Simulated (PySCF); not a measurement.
# C2H6Te (TeMe2): the cost of one run

Computed with PySCF 2.14.0 and routines of our own; the level stands in each step. Atoms count from 0.

## (1) The starting structure

9 atoms, charge 0, multiplicity 1; geometry from: GFN2-xTB.

## (2) NMR shieldings: PBE0/pcSseg-1 Te:us-x2c-TZVPall-2c, spin–orbit

Job settings and geometry (Å):

```
{"job": {"xc": "PBE0", "basis": {"default": "pcSseg-1", "Te": "us-x2c-TZVPall-2c"}, "rel": "so", "kind": "hnmr"}, "charge": 0, "multiplicity": 1}
Te     0.005550     0.008920    -1.491420
C      1.559970    -0.016730     0.010540
H      1.485120    -0.911570     0.615620
H      1.479070     0.856440     0.644940
H      2.516550    -0.005850    -0.492760
C     -1.561000     0.018000    -0.004310
H     -1.501390     0.913020     0.602350
H     -1.468990    -0.855330     0.628630
H     -2.514880    -0.006890    -0.513590
```

Level: PBE0/pcSseg-1 Te:us-x2c-TZVPall-2c GIAO NMR shielding, X2C with spin-orbit coupling, screened-nuclear two-electron part, Gaussian nuclei, gas phase.

Command:

```sh
$ OMP_NUM_THREADS=1 python heavy_run.py task.json out
```

This one command runs all jobs of the session in turn.

**Question.** How long does this first job take on 1 thread of Arm Neoverse V1, shared host, and how much memory does it need?

About 69 s, with a peak of 0.95 GiB.
